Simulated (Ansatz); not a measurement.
# ClFOSW: a ladder of functionals and wavefunction methods

The task here is to estimate one member of a computed series from the others.

Computed with Ansatz 0.2.0, Gaussian basis. Level: functionals in def2-TZVPP, the program's frozen cores in correlated methods.

Levels to be run: LDA (SPW92), PBE-D4, revPBE-D4, BLYP-D4, r2SCAN-D4, B97M-V, PBE0-D4, B3LYP-D4, r2SCANh-D4, r2SCAN0-D4, HSE06-D4, BHLYP-D4, CAM-B3LYP-D4, LC-ωPBE, ωB97X-V, ωB97M-V, B2PLYP, PBE-QIDH; CCSD(T)/def2-SVP; CCSD(T)/def2-TZVPP; MP2/def2-QZVPP; extrapolation to the limit; RPA on PBE.

### The relaxed structure

An earlier PBE0-D4 in a triple-zeta def2 set relaxation fixed the geometry. W takes the def2 core potential; no spin-orbit term is included.

SMILES `[O]=[W]([F])(=[S])[Cl]`, 5 atoms, charge 0, spin multiplicity 1.

Atoms are counted from 1 here; the program's logs count them from 0.

Bond lengths: O1–W2 1.688 Å, W2–F3 1.846 Å, W2–S4 2.119 Å, W2–Cl5 2.247 Å. Angles: O1–W2–F3 109.3°, O1–W2–S4 107.5°, O1–W2–Cl5 108.4°, F3–W2–S4 109.4°, F3–W2–Cl5 113.2°, S4–W2–Cl5 108.9°.

Coordinates:

```
O    -0.3512   -0.5125    1.6228
W     0.0705   -0.0646    0.0513
F     1.7778   -0.6632   -0.3157
S    -1.3025   -0.9975   -1.2664
Cl   -0.1446    2.1641   -0.1333
```

The first run:

in.yaml reads:

```yaml
crystal:
  periodic: [false, false, false]
  atoms:
    - {symbol: O, position_ang: [-0.351179, -0.512547, 1.622846]}
    - {symbol: W, position_ang: [0.070454, -0.064574, 0.051301]}
    - {symbol: F, position_ang: [1.777775, -0.663208, -0.315747]}
    - {symbol: S, position_ang: [-1.302524, -0.997493, -1.266409]}
    - {symbol: Cl, position_ang: [-0.144628, 2.164123, -0.133291]}
basis:
  gaussian: {orbitals: def2-TZVPP}
hamiltonian: {xc: lda}
output: {orbitals: {seedname: orbitals}}
```

Started as:

```sh
$ ansatz run in.yaml --threads 4 --pin off --events-out ev --progress --plain --max-ram 10444MiB
```

Among the steps run: LDA; PBE-D4 (GGA); revPBE-D4 (GGA); BLYP-D4 (GGA); r2SCAN-D4 (meta-GGA); B97M-V (meta-GGA); B3LYP-D4 (hybrid); r2SCANh-D4 (hybrid); r2SCAN0-D4 (hybrid); HSE06-D4 (hybrid); BHLYP-D4 (hybrid); CAM-B3LYP-D4 (range-separated); LC-ωPBE (range-separated); ωB97X-V (range-separated); ωB97M-V (range-separated); B2PLYP (double hybrid); PBE-QIDH (double hybrid).

One table of the session follows, with a row left open; its other results are not shown here.

It belongs to the step «Frontier levels by functional». 

```
  functional  HOMO (eV)  LUMO (eV)  gap (eV)
 LDA (SPW92)      -7.21      -4.18      3.03
      PBE-D4      -7.02      -3.93      3.09
   revPBE-D4      -6.95      -3.84      3.11
     BLYP-D4      -6.85      -3.81      3.04
   r2SCAN-D4      -7.34      -3.91      3.42
      B97M-V      -7.37      -3.87      3.50
     PBE0-D4          ?          ?         ?
    B3LYP-D4      -8.03      -3.44      4.59
  r2SCANh-D4      -7.80      -3.65      4.15
  r2SCAN0-D4      -8.49      -3.23      5.26
    HSE06-D4      -7.88      -3.62      4.26
    BHLYP-D4      -9.38      -2.40      6.98
CAM-B3LYP-D4      -9.55      -2.21      7.34
     LC-ωPBE     -10.86      -1.13      9.74
     ωB97X-V     -10.52      -1.17      9.35
     ωB97M-V     -10.37      -1.18      9.19
```

Q: Estimate the row for PBE0-D4 from the others.

**Answer.** HOMO (eV): -8.28; LUMO (eV): -3.25; gap (eV): 5.03. In the column «HOMO (eV)» it lies between r2SCAN0-D4 (-8.49) and B3LYP-D4 (-8.03).
